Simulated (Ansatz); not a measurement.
# Lu3Si (antiAuCu3): a single-point run

Aim: a sound single-point run of Lu3Si (antiAuCu3). The structure is shown as the input types it.

Computed with Ansatz 0.2.0 (Kohn-Sham DFT, with the functional, basis and potentials that each input names (as first typed), unless a step's input says otherwise).

1 further run of the same task is left out (it didn't finish). Runs told in other sessions of the task aren't counted.

**1. Starting point**

It takes space group Pm-3m (No. 221, cubic). Conventional cell: a = 4.521 Å, b = 4.521 Å, c = 4.521 Å, α = 90.00°, β = 90.00°, γ = 90.00°. Around Lu (site symmetry 4/mmm) lie 8 Lu at 3.20 Å and 4 Si at 3.20 Å. Si (site symmetry m-3m) is surrounded by 12 Lu at 3.20 Å.

Structure file:

```
Lu Si
1.0
     4.52068    0.00000    0.00000
     0.00000    4.52068    0.00000
     0.00000    0.00000    4.52068
Lu Si
3 1
Cartesian
  0.0000 2.2603 2.2603
  2.2603 2.2603 0.0000
  2.2603 0.0000 2.2603
  0.0000 0.0000 0.0000
```

**2. The calculation**

The input, input.yaml:

```yaml
crystal:
  lattice:
    - [4.5206760063, 0.0, 0.0]
    - [0.0, 4.5206760063, 0.0]
    - [0.0, 0.0, 4.5206760063]
  atoms:
    - { symbol: Lu, position: [0.0, 0.5, 0.5] }
    - { symbol: Lu, position: [0.5, 0.5, 0.0] }
    - { symbol: Lu, position: [0.5, 0.0, 0.5] }
    - { symbol: Si, position: [0.0, 0.0, 0.0] }
basis:
  ecutwfc: 420
  ecutrho_ratio: 4
kpoints:
  mp_grid: { grid: [8, 8, 8] }
hamiltonian:
  xc: pbe
  hubbard: { sites: [{ species: Lu, l: f, u_eff: 30.0 }] }
scf:
  occupations: { method: gaussian, width: 0.05 }
  max_iter: 100
output:
  forces: true
  stress: true
```

Run with:

```console
> ansatz run input.yaml --threads 2 --pin off --max-ram 2662MiB --backend cpu --events-out ev --progress --plain --runs-dir out
```

What happens when this is run?

The run converged and reported no error, with warnings (filled band counts differ across k points). Convergence says nothing about whether the input makes sense.

Look at the input: hamiltonian.hubbard.sites is [{species: Lu, l: f, u_eff: 30.0}]. The Hubbard term names a species or shell that the system's potentials don't have.

Run again and compare: delete hamiltonian.hubbard.sites.
